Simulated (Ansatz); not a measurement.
Run this with Ansatz 0.2.0 through its Python package and show what comes out.

The script reads `mnru.cif`:
```cif
data_MnRu
_cell_length_a 2.625219
_cell_length_b 2.625219
_cell_length_c 4.065507
_cell_angle_alpha 90.00000
_cell_angle_beta 90.00000
_cell_angle_gamma 120.00000
_symmetry_space_group_name_H-M 'P 1'
_symmetry_Int_Tables_number 1
loop_
_symmetry_equiv_pos_as_xyz
'x, y, z'
loop_
_atom_site_label
_atom_site_type_symbol
_atom_site_fract_x
_atom_site_fract_y
_atom_site_fract_z
Mn1 Mn    0.666667    0.333333    0.500000
Ru2 Ru    0.333333    0.666667    0.000000
```

`fsm_mnru.py`:
```python
"""Fixed-spin-moment curve of MnRu."""

import ansatz as az
from ase.io import read

KGRID = (13, 13, 8)
FILLING = "fermi_dirac"
SIGMA = 0.1


def main() -> None:
    atoms = read("mnru.cif")
    mnru = az.Crystal.from_ase(atoms)

    setup = (
        mnru.calculation()
        .basis(35 * az.Ry)
        .functional(az.Functional.LDA)
        .kpoints(*KGRID, center="gamma")
        .occupations(FILLING, width=SIGMA)
    )
    # a hard lock holds the total moment, with one Fermi level a spin
    rows = []
    for total in [0.0, 1.0, 1.9, 2.9, 3.8, 4.8]:
        report = setup.spin("collinear", total=total, lock="hard").run(threads=1).report
        up, down = report["spin_fermi_energies_ev"]
        rows.append((total, report["free_energy_ev"], up - down, report["absolute_magnetization_mub"]))
    reference = rows[0][1]
    rows = [(m, 1000 * (e - reference), split, size) for m, e, split, size in rows]
    print("     total muB    F - F(0) meV  EF up - down eV    absolute muB")
    for row in rows:
        print(f"{str(row[0]):>14s}  {row[1]:14.2f}  {row[2]:15.4f}  {row[3]:14.3f}")
    best = min(rows, key=lambda row: row[1])
    print(f"lowest at {best[0]} muB per cell, {best[1]:.1f} meV against the first point")


if __name__ == "__main__":
    main()
```

Output of `python fsm_mnru.py`:
```text
DeckWarning: the atoms were moved onto the symmetric positions of the space group found under crystal.symmetry.tolerance 1.0e-5 (fractional; no operation is sought that the atoms, as they stand in a round, miss by more than twice it, and no atom is moved by as much as it), and the run uses the moved positions. Before [...]
RunWarning: this spin-polarised run has no starting moment large enough to seed its density, and nothing else in its deck makes the two spin channels differ, so an SCF from that start keeps the magnetisation at zero until it first converges, unless a state found ahead of a linear-response series gives it moments [...]
     total muB    F - F(0) meV  EF up - down eV    absolute muB
           0.0            0.00           0.0000           0.000
           1.0           95.40           0.3939           1.017
           1.9          326.96           0.6036           1.918
           2.9          668.57           0.7774           2.901
           3.8         1096.35           1.1535           3.800
           4.8         1784.48           1.5968           4.800
lowest at 0.0 muB per cell, 0.0 meV against the first point
```
(Warnings from the package without file and line, shortened.)

The lowest point lies at 0 μB a cell, the first of the scan; at 4.8 μB the energy is 1784 meV above the lowest.

Caveats:
- This cell is a computed structure, which may not be the phase found in nature.
- Only points where the Fermi levels of the two spins meet (minima, maxima and zero moment) are free solutions; a shallow minimum can lie between the points.
- Hardware and time: 3.5 min on 1 thread of Arm Neoverse N1, on a shared host, peak memory 0.57 GiB.
